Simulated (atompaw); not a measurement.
# A PAW (atompaw) potential for W, from input to tests

Task: generate the file, and judge it by its logarithmic derivatives, its ghosts and its cutoff.

Method: atompaw 4.2.0.5, PBEsol, scalar-relativistic.

### 1 The atom and the settings

The settings as typed:

* element: tungsten (W, Z = 74)
* type: PAW
* frozen core: [Xe] 4f14
* valence charge: 6
* reference configuration: 5d4 6s2 6p0
* partial waves: 6s (bound): rc 2.10 bohr; 6s channel at -0.05 Ry: rc 2.10 bohr; 6p (bound, empty): rc 3.00 bohr; 6p channel at 0.25 Ry: rc 3.00 bohr; 5d (bound): rc 2.50 bohr; 5d channel at 2.9 Ry: rc 2.50 bohr
* local potential: troulliermartins scheme with l = 3 at 1 Ry, radius 2.35 bohr
* core correction: smooth core density matched at 1.50 bohr
* augmentation charge: sinc compensation charge, radius 2.90 bohr; PAW radius 3.00 bohr; waves and projectors: custom polynom2 7 10 vanderbiltortho

An earlier all-electron run gives the scale for the radii.

All-electron outer shells of the reference configuration (PBEsol, scalar-relativistic, ld1.x):

```csv
shell,level (eV),outermost node (bohr),outermost maximum (bohr)
5p,-43.22,0.57,1.09
4f,-33.24,–,0.43
6s,-5.75,1.28,2.64
5d,-4.51,0.63,1.49
6p,-1.33,1.54,3.70
```

### 2 Generation

Input file W.input:

```
W 74
GGA-PBESOL scalarrelativistic loggrid 2001 logderivrange -2 5 176
6 6 5 4 0 0
6 1 0
5 2 4
0 0 0
c
c
c
c
c
v
c
c
c
c
v
c
c
v
c
2
3.00 2.90 2.35 1.50
y
-0.05
n
y
0.25
n
y
2.9
n
custom polynom2 7 10 vanderbiltortho sinc
3 1 troulliermartins
2.10
2.10
3.00
3.00
2.50
2.50
PWSCFOUT
UPFDX 0.0125d0 UPFXMIN -7.d0 UPFZMESH 74.d0
END
```

Command:

```sh
$ atompaw < W.input > W.log
```

Before running it: what results should come out? Wanted: cutoffs for 10 and 1 mRy, occupied levels; bound ghosts; largest phase difference near zero energy, channels read; lowest eigenvalue of the overlap; share of valence orbitals outside the PAW sphere; UPF file.

The runs gave:

| quantity | value |
| --- | --- |
| cutoffs for 10 and 1 mRy, occupied levels | 30 Ry and 70 Ry |
| bound ghosts | s at -83.85 eV |
| largest phase difference near zero energy, channels read | 0.069 rad |
| lowest eigenvalue of the overlap (Bessel basis) | 0.501 (s) |
| share of valence orbitals outside the PAW sphere | 6s 50 %, 6p 84 %, 5d 15 % |
| UPF file | written |

It has a bound ghost (s), a state that the atom doesn't have, and that rules the file out. Close by lies the frozen 5s level (-79.1 eV). It counts as soft on the atom at that tolerance, with 30 Ry needed at the looser tolerance. The slowest occupied level is 5d: taken alone it needs 40 Ry to come within 1 mRy, against 10 Ry for 6s. Near zero energy the largest phase difference among the channels read is 0.07 rad, in the p channel.
